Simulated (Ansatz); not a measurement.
**CsCaBr3: a single-point run**

Wanted: a converged single-point run for CsCaBr3, and a check of what comes out. The structure is shown as the input types it.

Computed with Ansatz 0.2.0 (density functional or hybrid calculation with the settings of its input, plane waves (as first typed), unless a step's input says otherwise).

2 further runs of the same task are left out: 1 for a known fault of the program, 1 that didn't finish. Runs told in other sessions of the task aren't counted.

### Step 1. The structure to begin with

Symmetry: Pm-3m, No. 221, cubic system. The conventional cell has a = 5.707 Å, b = 5.707 Å, c = 5.707 Å, α = 90.00°, β = 90.00°, γ = 90.00°. Cs (site symmetry m-3m) is surrounded by 12 Br at 4.04 Å. Ca (site symmetry m-3m) is surrounded by 6 Br at 2.85 Å. Around Br (site symmetry 4/mmm) lie 2 Ca at 2.85 Å and 4 Cs at 4.04 Å.

Coordinates:

```
CELL_PARAMETERS angstrom
5.70663 0.00000 0.00000
0.00000 5.70663 0.00000
0.00000 0.00000 5.70663
ATOMIC_POSITIONS crystal
Cs 0.00000 0.00000 0.00000
Ca 0.50000 0.50000 0.50000
Br 0.50000 0.00000 0.50000
Br 0.00000 0.50000 0.50000
Br 0.50000 0.50000 0.00000
```

### Step 2. The calculation

input.yaml

```yaml
crystal:
  lattice:
    - [5.7066290763, 0.0, 0.0]
    - [0.0, 5.7066290763, 0.0]
    - [0.0, 0.0, 5.7066290763]
  atoms:
    - { symbol: Cs, position: [0.0, 0.0, 0.0] }
    - { symbol: Ca, position: [0.5, 0.5, 0.5] }
    - { symbol: Br, position: [0.5, 0.0, 0.5] }
    - { symbol: Br, position: [0.0, 0.5, 0.5] }
    - { symbol: Br, position: [0.5, 0.5, 0.0] }
kpoints:
  mp_grid: { grid: [4, 4, 4] }
hamiltonian:
  xc: r2scan
scf:
  occupations: { method: fixed }
  n_extra_bands: 5
  max_iter: 59
output:
  forces: true
  stress: true
  eigenvalues: true
basis:
  ecutwfc: 40
```

Launch:

```bash
> ansatz run input.yaml --threads 4 --pin off --max-ram 4608MiB --backend cpu --events-out ev --progress --plain --runs-dir out
```

**Question.** How will this run end, and is anything wrong with its input?

The run converged and reported no error, with warnings (cutoff below recommended). Its log warns: «basis.ecutwfc = 40 eV is below the records' recommended 500 eV ...»

In the input, basis.ecutwfc is 40. With so few plane waves the basis is incomplete by a wide margin. The potentials' recommended cutoff is 500 eV.

Run again and compare: delete basis.ecutwfc (the default then holds).
